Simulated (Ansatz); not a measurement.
Geometry optimisation, DFT PBE, scalar-relativistic, plane waves, PAW in Ansatz 0.2.0.

input.yaml

```yaml
crystal:
  lattice:
    - [6.32, 0.0, 0.0]
    - [0.0, 6.32, 0.0]
    - [0.0, 0.0, 6.32]
  atoms:
    - { symbol: W, position: [0.5, 0.0, 0.0] }
    - { symbol: W, position: [0.0, 0.5, 0.0] }
    - { symbol: W, position: [0.0, 0.0, 0.5] }
    - { symbol: Mo, position: [0.0, 0.0, 0.0] }
    - { symbol: W, position: [0.5, 0.5, 0.0] }
    - { symbol: W, position: [0.5, 0.0, 0.5] }
    - { symbol: W, position: [0.75, 0.25, 0.25] }
    - { symbol: W, position: [0.0, 0.5, 0.5] }
    - { symbol: W, position: [0.25, 0.75, 0.25] }
    - { symbol: W, position: [0.25, 0.25, 0.75] }
    - { symbol: W, position: [0.5, 0.5, 0.5] }
    - { symbol: W, position: [0.75, 0.75, 0.25] }
    - { symbol: W, position: [0.75, 0.25, 0.75] }
    - { symbol: W, position: [0.25, 0.75, 0.75] }
    - { symbol: W, position: [0.75, 0.75, 0.75] }
basis:
  ecutwfc: 420.0
kpoints:
  mp_grid: { grid: [3, 3, 3] }
hamiltonian:
  xc: pbe
  pseudopotentials: { kind: paw, azcp: { folder: soft_1 } }
scf:
  occupations: { method: gaussian, width: 0.05 }
  lower_state_search: "off"
relax:
  f_tol: 0.03
  max_steps: 60
  adjacent_minimum: "off"
```

Run as:

```bash
$ ansatz run input.yaml --threads 4 --pin off --max-ram 10240MiB --backend cpu --events-out ev --progress --plain --runs-dir out
```

Q: Where does it end, and by what steps?

A: It converged. Limits of this set-up: coarse k mesh. After 2 steps the energy has fallen by 0.067 eV; W5 moved furthest, 0.03 Å.

```tsv
step	energy less start (eV)	largest force component (eV/Å)	accepted
0	0.0000	0.368	yes
1	0.7390	1.107	no
2	-0.0668	0.024	yes
```

```xyz
15
Lattice="6.3200 0.0000 0.0000 0.0000 6.3200 0.0000 0.0000 0.0000 6.3200" Properties=species:S:1:pos:R:3
W 3.145 0.015 0.015
W 0.015 3.145 0.015
W 0.015 0.015 3.145
Mo 0.017 0.017 0.017
W 3.142 3.142 0.017
W 3.142 0.017 3.142
W 4.741 1.578 1.578
W 0.017 3.142 3.142
W 1.578 4.741 1.578
W 1.578 1.578 4.741
W 3.145 3.145 3.145
W 4.741 4.741 1.580
W 4.741 1.580 4.741
W 1.580 4.741 4.741
W 4.742 4.742 4.742
```

Whether the end is a true minimum wasn't checked by a vibrational analysis.

Time of the run: 9.8 s on 4 threads of Intel(R) Xeon(R) 6975P-C (Granite Rapids), on a shared host, peak memory 0.93 GiB.
